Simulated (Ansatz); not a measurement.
Runs of Ansatz 0.2.0 on NiMoIrPdW. Symmetry: I4mm, No. 107, tetragonal system. Conventional cell: a = 2.740 Å, b = 2.740 Å, c = 19.433 Å, α = 90.00°, β = 90.00°, γ = 90.00°. Ni (site symmetry 4mm) has 4 Mo at 2.60 Å and 4 Pd at 2.67 Å and 4 Ni at 2.74 Å as nearest neighbours. Around Mo (site symmetry 4mm) lie 4 Ni at 2.60 Å and 4 Mo at 2.74 Å and 4 W at 2.94 Å. Pd (site symmetry 4mm) has 4 Ni at 2.67 Å and 4 Pd at 2.74 Å and 4 Ir at 2.83 Å as nearest neighbours. Around Ir (site symmetry 4mm) lie 4 W at 2.69 Å and 4 Ir at 2.74 Å and 4 Pd at 2.83 Å. Around W (site symmetry 4mm) lie 4 Ir at 2.69 Å and 4 W at 2.74 Å and 4 Mo at 2.94 Å. The cell was built by a generator and needn't be a form met in nature.

| task | potentials or basis | spin | cell | k mesh | cutoff (eV) | basis error allowed | mesh quality | pressure (GPa) | moment (μB) | largest force (eV/Å) |
| --- | --- | --- | --- | --- | --- | --- | --- | --- | --- | --- |
| projected density of states | all-electron LAPW, scalar-relativistic | collinear, ferromagnetic start | as given | 13 × 13 × 13 | 272 | 0.002 eV/atom | not flagged | 0.0 | 0.00 | (b) |
| relaxation of cell and atoms | all-electron PAW datasets made for the crystal | collinear, ferromagnetic start | relaxed | 8 × 8 × 8 | - | - | coarse | 0.0 | 0.00 | - |
| band structure | all-electron LAPW, relativistic spinors | non-collinear, ferromagnetic start, SOC | as given | 8 × 8 × 8 | 272 | 0.002 eV/atom | coarse | 0.2 | 0.00 | (a) |
| band structure | all-electron LAPW, scalar-relativistic | collinear, ferromagnetic start | as given | 9 × 9 × 9 | 272 | 0.002 eV/atom | coarse | 0.1 | 0.00 | 0.19 |
| band structure | all-electron LAPW, scalar-relativistic | collinear, ferromagnetic start | as given | 8 × 8 × 8 | 272 | 0.002 eV/atom | coarse | 0.1 | 0.00 | 0.06 |

Alike in all rows: level PBE; smearing fermi-dirac 0.05 eV.

Q: Fill in the values left out.

A: (a) 0.04; (b) 0.03.

Caveats: some runs use coarse meshes; the k mesh is thin for a metal, which can move the energy by tens of meV per atom (some runs); the program listed the state as in doubt (some runs); the magnetic state may not be the lowest (some runs).

Not every run made on this cell is shown here.
